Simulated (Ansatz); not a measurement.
**Na7Bi: what a guessed cell relaxes into**

Aim: relax a trial structure of Na7Bi and see where it ends, then test the end with a random kick.

Program: Ansatz 0.2.0. Level of theory: DFT PBE, scalar-relativistic, plane waves, PAW. These are calculated values, not measurements.

## Step 1: Starting point

The structure is cubic, space group Fm-3m (No. 225). The conventional cell has a = 8.664 Å, b = 8.664 Å, c = 8.664 Å, α = 90.00°, β = 90.00°, γ = 90.00°. Na (site symmetry mmm) has 10 Na at 3.06 Å and 2 Bi at 3.06 Å as nearest neighbours. Around Na (site symmetry m-3m) lie 12 Na at 3.06 Å. Bi (site symmetry m-3m) is surrounded by 12 Na at 3.06 Å.

As a file:

```
Na Bi
1.0
     0.00000    4.33203    4.33203
     4.33203    0.00000    4.33203
     4.33203    4.33203    0.00000
Na Bi
7 1
Cartesian
  0.0000 2.1660 2.1660
  4.3320 2.1660 2.1660
  2.1660 0.0000 2.1660
  2.1660 4.3320 2.1660
  2.1660 2.1660 0.0000
  2.1660 2.1660 4.3320
  4.3320 4.3320 4.3320
  0.0000 0.0000 0.0000
```

A structure generator made this guess: species swapped into a database cell of Zn7Tc (Fm-3m, No. 225), with Na on the Zn sites and Bi on the Tc sites. The dimensions are guesses.

## Step 2: The guess as it stands, on a coarse mesh

input.yaml

```yaml
crystal:
  lattice:
    - [0.0, 4.33202612, 4.33202612]
    - [4.33202612, 0.0, 4.33202612]
    - [4.33202612, 4.33202612, 0.0]
  atoms:
    - { symbol: Na, position: [0.5, 0.0, 0.0] }
    - { symbol: Na, position: [0.0, 0.5, 0.5] }
    - { symbol: Na, position: [0.0, 0.5, 0.0] }
    - { symbol: Na, position: [0.5, 0.0, 0.5] }
    - { symbol: Na, position: [0.0, 0.0, 0.5] }
    - { symbol: Na, position: [0.5, 0.5, 0.0] }
    - { symbol: Na, position: [0.5, 0.5, 0.5] }
    - { symbol: Bi, position: [0.0, 0.0, 0.0] }
basis:
  ecutwfc: 420
kpoints:
  mp_grid: { grid: [4, 4, 4] }
hamiltonian:
  xc: pbe
scf:
  occupations: { method: gaussian, width: 0.1 }
  lower_state_search: "off"
output:
  forces: true
  stress: true
  eigenvalues: true
```

Launch:

```console
> ansatz run input.yaml --threads 1 --pin off --max-ram 2048MiB --backend cpu --events-out ev --progress --plain --runs-dir out
```

The session goes on with these runs: coarse relaxation; relaxation on the finer mesh; kick test: the unmoved cell on a coarse mesh; random kick, then relaxation.

**Question.** What will these runs give? Wanted: conventional cell; volume; energy over the elements; gap on the mesh.

**Answer**, as computed:

```
                              quantity                                                                         value
symmetry at the end (tolerance 0.05 Å)                                                   space group Fm-3m (No. 225)
                     conventional cell  a = 10.163 Å, b = 10.163 Å, c = 10.163 Å, α = 90.00°, β = 90.00°, γ = 90.00°
                                volume                                                                 32.80 Å³/atom
              energy over the elements                                                                 -0.10 eV/atom
                       gap on the mesh                                                                  none (metal)
```

**Reading.** The space group Fm-3m (No. 225) is kept, and the volume per atom grows by 61.4 % from the first guess. A negative formation energy is needed for stability but isn't enough; other structures and compounds were not set against it here. The kicked cell came back to the same energy, so the end is stable against the distortions that fit this cell and this draw; modes that don't fit the cell aren't tested. Spin-orbit coupling is left out for Bi.
